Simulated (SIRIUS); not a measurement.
Runs of SIRIUS 7.10.0 on TiP5. Symmetry: F-43m, No. 216, cubic system. The conventional cell has a = 7.066 Å, b = 7.066 Å, c = 7.066 Å, α = 90.00°, β = 90.00°, γ = 90.00°. Ti (site symmetry -43m) is surrounded by 16 P at 2.93 to 3.06 Å. P (site symmetry -43m) is surrounded by 12 P at 2.93 Å and 4 Ti at 3.06 Å. P (site symmetry 3m) has 6 P at 2.48 to 2.51 Å as nearest neighbours. The cell was built by a generator and needn't be a form met in nature.

| level | gap on the mesh (eV) | pressure (GPa) | largest force (eV/Å) |
| --- | --- | --- | --- |
| AM05 | none | -3.9 | 0.23 |
| LDA-VWN | none | -2.9 | 0.26 |
| PBEsol | none | (b) | 0.23 |
| LDA-PZ | none | (a) | 0.26 |
| RPBE | none | 2.5 | 0.19 |
| revPBE | none | 2.2 | 0.19 |
| BLYP | none | 11.6 | 0.19 |
| SOGGA | none | (c) | 0.24 |
| LDA | none | -2.8 | 0.26 |
| PW91 | none | 2.5 | 0.21 |

Alike in all rows: task single point; potentials or basis PseudoDojo 0.4.1 PBE standard (scalar relativistic); no spin polarisation; cell as given; k mesh 3 × 3 × 3; cutoff (eV) 1152; smearing fermi-dirac 0.05 eV; the mesh is coarse, so values aren't converged.

Problem. Fill in the values left out.

Solution. (a) -2.7; (b) -2.3; (c) -4.9.

Caveats: all runs use coarse meshes; the potentials were made for another functional, which shifts forces and pressure.

A gap of «none» marks a metal or a gap under the smearing width.

Runs at the PBE level aren't shown here.
